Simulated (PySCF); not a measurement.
# Lu(BH4)3(H2O): other functionals and bases at one geometry

Aim: see how levels, charges and forces of Lu(BH4)3(H2O) depend on the level of theory. The structure is generated, not taken from experiment.

Program: PySCF 2.14.0. Level of theory: several levels, as the steps say, no spin–orbit coupling. These are calculated values, not measurements.

1 further run of the same task is left out (for a known fault of the program). Runs told in other sessions of the task aren't counted.

### Step 1. The system as given

19 atoms, charge 0, spin multiplicity 1.

Bond lengths: Lu1–B2 2.405 Å, Lu1–H4 2.204 Å, Lu1–H5 2.255 Å, Lu1–H6 2.262 Å, Lu1–B7 2.401 Å, Lu1–H9 2.257 Å, Lu1–H10 2.248 Å, Lu1–H11 2.204 Å, Lu1–B12 2.396 Å, Lu1–H14 2.205 Å, Lu1–H15 2.242 Å, Lu1–H16 2.249 Å, Lu1–O17 2.325 Å, B2–H3 1.205 Å, B2–H4 1.259 Å, B2–H5 1.253 Å, B2–H6 1.248 Å, B7–H8 1.205 Å and more. Angles: B2–Lu1–H4 31.3°, B2–Lu1–H5 31.0°, B2–Lu1–H6 30.8°, B2–Lu1–B7 119.0°, B2–Lu1–H9 94.6°, B2–Lu1–H10 147.5°, B2–Lu1–H11 109.0°, B2–Lu1–B12 117.6°, B2–Lu1–H14 110.0°, B2–Lu1–H15 144.8°, B2–Lu1–H16 91.8°, B2–Lu1–O17 95.7°, H4–Lu1–H5 53.1°, H4–Lu1–H6 53.2°, H4–Lu1–B7 111.6°, H4–Lu1–H9 101.2°, H4–Lu1–H10 141.1°, H4–Lu1–H11 88.3° and more.

As a file:

```tsv
atom	x (Å)	y (Å)	z (Å)
Lu1	0.03539	-0.06029	0.09358
B2	1.21951	1.65523	1.29291
H3	1.84361	2.48496	1.90519
H4	1.63297	0.48646	1.51077
H5	1.30259	1.80413	0.05189
H6	0.00418	1.64706	1.57750
B7	-1.75626	-1.22374	1.18916
H8	-2.62798	-1.83680	1.75218
H9	-1.77969	0.00056	1.43390
H10	-1.80463	-1.34230	-0.05723
H11	-0.60592	-1.61679	1.51601
B12	1.24355	-1.28413	-1.57543
H13	1.86005	-1.92472	-2.38924
H14	1.40622	-1.71441	-0.40403
H15	0.00653	-1.30514	-1.77070
H16	1.57640	-0.07935	-1.54480
O17	-1.22315	1.39528	-1.21177
H18	-1.03511	2.33670	-1.31591
H19	-2.03652	1.19970	-1.69330
```

Formal oxidation states: Lu +3. Each metal's 14 4f electrons lie in its core potential, so multiplicities, spins and levels count the valence alone. An earlier session relaxed this geometry at PBE0, Lu lcecp-1-SVP with ECP60, B def2-SVP, H def2-SVP, O def2-SVP (singlet, point group C1).

At PBE0 on the finer grid: E = -197.943172 Eh, HOMO -8.93 eV, LUMO -1.18 eV, Mulliken charge on Lu1 +0.36 e, largest force component 0.016 eV/Å. 

Levels to run: HF; revPBE; PBE0, TZVP. Hardware: 4 threads of Arm Neoverse V1, shared host.

### Step 2. HF

The input, run.py (the lines that set the calculation):

```python
mol = gto.M(atom='''
Lu     0.03539    -0.06029     0.09358
B      1.21951     1.65523     1.29291
H      1.84361     2.48496     1.90519
H      1.63297     0.48646     1.51077
H      1.30259     1.80413     0.05189
H      0.00418     1.64706     1.57750
B     -1.75626    -1.22374     1.18916
H     -2.62798    -1.83680     1.75218
H     -1.77969     0.00056     1.43390
H     -1.80463    -1.34230    -0.05723
H     -0.60592    -1.61679     1.51601
B      1.24355    -1.28413    -1.57543
H      1.86005    -1.92472    -2.38924
H      1.40622    -1.71441    -0.40403
H      0.00653    -1.30514    -1.77070
H      1.57640    -0.07935    -1.54480
O     -1.22315     1.39528    -1.21177
H     -1.03511     2.33670    -1.31591
H     -2.03652     1.19970    -1.69330''',
    basis={'Lu': 'lcecp-1-SVP', 'B': 'def2-SVP', 'H': 'def2-SVP', 'O': 'def2-SVP'},
    ecp={'Lu': 'lcecp-1-SVP'},
    charge=0, spin=0)
mf = scf.RHF(mol)
mf = mf.density_fit()  # fitting sets: Lu AutoAux, B def2-universal-JKFIT, H def2-universal-JKFIT, O def2-universal-JKFIT
mf.conv_tol = 1e-08; mf.max_cycle = 55
mf.kernel(dm0)  # dm0: the density of the relaxed state
```

Command:

```bash
OMP_NUM_THREADS=4 python run.py
```

Output:

```text
init E= -196.543105973846
  HOMO = -0.433885919342702  LUMO = 0.0592944191805742  gap/eV = 13.42012
cycle= 1 E= -196.571138998794  delta_E= -0.028  |g|= 0.0698  |ddm|= 0.684
  HOMO = -0.450438981802161  LUMO = 0.0533474279307953  gap/eV = 13.70873
cycle= 2 E= -196.572971330445  delta_E= -0.00183  |g|= 0.0174  |ddm|= 0.139
  HOMO = -0.446818833087791  LUMO = 0.0559065808513886  gap/eV = 13.67986
cycle= 3 E= -196.573140141889  delta_E= -0.000169  |g|= 0.00643  |ddm|= 0.0484
  HOMO = -0.447720284139625  LUMO = 0.0553994560553441  gap/eV = 13.69059
cycle= 4 E= -196.573159607943  delta_E= -1.95e-05  |g|= 0.00146  |ddm|= 0.0175
  HOMO = -0.447824567294527  LUMO = 0.0554314802084264  gap/eV = 13.69429
cycle= 5 E= -196.573160439781  delta_E= -8.32e-07  |g|= 0.000436  |ddm|= 0.00357
  HOMO = -0.447785248308206  LUMO = 0.0554478575101918  gap/eV = 13.69367
cycle= 6 E= -196.573160525426  delta_E= -8.56e-08  |g|= 6.52e-05  |ddm|= 0.00136
  HOMO = -0.447773370935396  LUMO = 0.0554480459622404  gap/eV = 13.69335
cycle= 7 E= -196.573160528055  delta_E= -2.63e-09  |g|= 1.76e-05  |ddm|= 0.000188
  HOMO = -0.447776542239749  LUMO = 0.0554478058884165  gap/eV = 13.69343
Extra cycle  E= -196.573160528207  delta_E= -1.52e-10  |g|= 5.52e-06  |ddm|= 3.9e-05
converged SCF energy = -196.573160528207
```

Wall time 4.4 s (4 threads of Arm Neoverse V1, shared host).

Result: E = -196.573161 Eh, HOMO -12.18 eV, LUMO 1.51 eV, Mulliken charge on Lu1 +1.19 e, largest force component 0.862 eV/Å. 

### Step 3. revPBE

run.py (the lines that set the calculation), as its differences from that of step 2:

```diff
@@ -23,3 +23,4 @@
     charge=0, spin=0)
-mf = scf.RHF(mol)
+mf = dft.RKS(mol, xc='PBE_R,PBE')
+mf.grids.atom_grid = (75, 302)  # f atoms: unpruned, at least (60, 302)
 mf = mf.density_fit()  # fitting sets: Lu AutoAux, B def2-universal-JKFIT, H def2-universal-JKFIT, O def2-universal-JKFIT
```

Command:

```bash
OMP_NUM_THREADS=4 python run.py
```

Output:

```text
init E= -198.121952443018
  HOMO = -0.280071776905036  LUMO = -0.0722421543047176  gap/eV = 5.65533
cycle= 1 E= -198.124174062155  delta_E= -0.00222  |g|= 0.0374  |ddm|= 0.409
  HOMO = -0.277323850028805  LUMO = -0.0691885884518619  gap/eV = 5.66365
cycle= 2 E= -198.123540698624  delta_E= 0.000633  |g|= 0.0587  |ddm|= 0.137
  HOMO = -0.278361525027507  LUMO = -0.0708833392575485  gap/eV = 5.64577
cycle= 3 E= -198.124609598877  delta_E= -0.00107  |g|= 0.00394  |ddm|= 0.0788
  HOMO = -0.278600237937123  LUMO = -0.0710771244535842  gap/eV = 5.64699
cycle= 4 E= -198.124613012165  delta_E= -3.41e-06  |g|= 0.00142  |ddm|= 0.0061
  HOMO = -0.278548718506636  LUMO = -0.0709840940515498  gap/eV = 5.64812
cycle= 5 E= -198.124613503452  delta_E= -4.91e-07  |g|= 0.000345  |ddm|= 0.00181
  HOMO = -0.278538187853146  LUMO = -0.0709949532696612  gap/eV = 5.64754
cycle= 6 E= -198.124613537435  delta_E= -3.4e-08  |g|= 9.87e-05  |ddm|= 0.000463
  HOMO = -0.278549389132718  LUMO = -0.0709953161067958  gap/eV = 5.64783
cycle= 7 E= -198.124613540422  delta_E= -2.99e-09  |g|= 1.21e-05  |ddm|= 0.000127
  HOMO = -0.278546041950389  LUMO = -0.0709952283782869  gap/eV = 5.64775
Extra cycle  E= -198.124613540408  delta_E= 1.39e-11  |g|= 1.47e-05  |ddm|= 3.5e-05
converged SCF energy = -198.124613540408
```

Run time: 10 s. Hardware: 4 threads of Arm Neoverse V1, shared host.

Read off: E = -198.124614 Eh, HOMO -7.58 eV, LUMO -1.93 eV, Mulliken charge on Lu1 +0.03 e, largest force component 0.484 eV/Å. 

### Step 4. PBE0, TZVP

Basis: Lu lcecp-1-TZVP with ECP60, B def2-TZVP, H def2-TZVP, O def2-TZVP. 

run.py (the lines that set the calculation), as its differences from that of step 3:

```diff
@@ -20,6 +20,6 @@
 H     -2.03652     1.19970    -1.69330''',
-    basis={'Lu': 'lcecp-1-SVP', 'B': 'def2-SVP', 'H': 'def2-SVP', 'O': 'def2-SVP'},
-    ecp={'Lu': 'lcecp-1-SVP'},
+    basis={'Lu': 'lcecp-1-TZVP', 'B': 'def2-TZVP', 'H': 'def2-TZVP', 'O': 'def2-TZVP'},
+    ecp={'Lu': 'lcecp-1-TZVP'},
     charge=0, spin=0)
-mf = dft.RKS(mol, xc='PBE_R,PBE')
+mf = dft.RKS(mol, xc='PBE0')
 mf.grids.atom_grid = (75, 302)  # f atoms: unpruned, at least (60, 302)
@@ -27,2 +27,2 @@
 mf.conv_tol = 1e-08; mf.max_cycle = 55
-mf.kernel(dm0)  # dm0: the density of the relaxed state
+mf.kernel(dm0)  # dm0: free metal ions and neutral atoms
```

Command:

```bash
OMP_NUM_THREADS=4 python run.py
```

Output:

```text
init E= -199.881018630422
  HOMO = -0.366564886869252  LUMO = -0.0966464569909746  gap/eV = 7.34485
cycle= 1 E= -198.067881010705  delta_E= 1.81  |g|= 0.456  |ddm|= 2.95
  HOMO = -0.286947266019532  LUMO = -0.068345530804784  gap/eV = 5.94846
cycle= 2 E= -198.098703373589  delta_E= -0.0308  |g|= 0.268  |ddm|= 0.876
  HOMO = -0.332886410151099  LUMO = -0.0569792030457528  gap/eV = 7.50782
cycle= 3 E= -198.119127244996  delta_E= -0.0204  |g|= 0.0788  |ddm|= 0.309
  HOMO = -0.329898615660152  LUMO = -0.0544351661484441  gap/eV = 7.49574
cycle= 4 E= -198.120388721917  delta_E= -0.00126  |g|= 0.0303  |ddm|= 0.0707
  HOMO = -0.328657212338751  LUMO = -0.0531286622313019  gap/eV = 7.49751
cycle= 5 E= -198.120537356672  delta_E= -0.000149  |g|= 0.00543  |ddm|= 0.0223
  HOMO = -0.328943895200331  LUMO = -0.0534336555765051  gap/eV = 7.49702
cycle= 6 E= -198.120543224606  delta_E= -5.87e-06  |g|= 0.000666  |ddm|= 0.00433
  HOMO = -0.328917873700808  LUMO = -0.0533989793768015  gap/eV = 7.49725
cycle= 7 E= -198.120543310585  delta_E= -8.6e-08  |g|= 0.000317  |ddm|= 0.000868
  HOMO = -0.328907117142509  LUMO = -0.0534088853748109  gap/eV = 7.49669
cycle= 8 E= -198.120543341619  delta_E= -3.1e-08  |g|= 5.07e-05  |ddm|= 0.000309
  HOMO = -0.328908308940676  LUMO = -0.0534056913988081  gap/eV = 7.49681
cycle= 9 E= -198.120543342422  delta_E= -8.03e-10  |g|= 1.48e-05  |ddm|= 6.54e-05
  HOMO = -0.328909925544034  LUMO = -0.0534074580459034  gap/eV = 7.49680
Extra cycle  E= -198.120543342421  delta_E= 6.25e-13  |g|= 1.46e-05  |ddm|= 2.73e-05
converged SCF energy = -198.120543342421
```

Wall time 44 s (4 threads of Arm Neoverse V1, shared host).

Result: E = -198.120543 Eh, HOMO -8.95 eV, LUMO -1.45 eV, Mulliken charge on Lu1 +0.86 e, largest force component 0.220 eV/Å. 

### Step 5. All levels side by side

| level | state | HOMO (eV) | gap (eV) | charge on Lu1 (e) | dipole (D) | largest force component (eV/Å) | basis functions | time |
| --- | --- | --- | --- | --- | --- | --- | --- | --- |
| PBE0 (relaxed here) | singlet | -8.93 | 7.74 | 0.36 | 6.13 | 0.02 | 159 | 8.3 s |
| HF | singlet | -12.18 | 13.69 | 1.19 | 6.38 | 0.86 | 159 | 4.4 s |
| revPBE | singlet | -7.58 | 5.65 | 0.03 | 6.04 | 0.48 | 159 | 10 s |
| PBE0, TZVP | singlet | -8.95 | 7.50 | 0.86 | 6.01 | 0.22 | 255 | 44 s |

Times are on 4 threads of Arm Neoverse V1, shared host; the first row also made further properties.

In one basis the HOMO–LUMO gap runs from 5.65 eV (revPBE) to 13.69 eV (HF). The largest leftover force, 0.86 eV/Å with HF, stands at a geometry relaxed at another level. The Mulliken charge on Lu spans +0.03 to +1.19 e over the levels. With 4f in the core, its levels are missing from HOMO and gap, and its count is fixed, so no charge can pass from the ligands into it. Total energies of different levels can't be compared. Spin–orbit coupling is left out throughout.
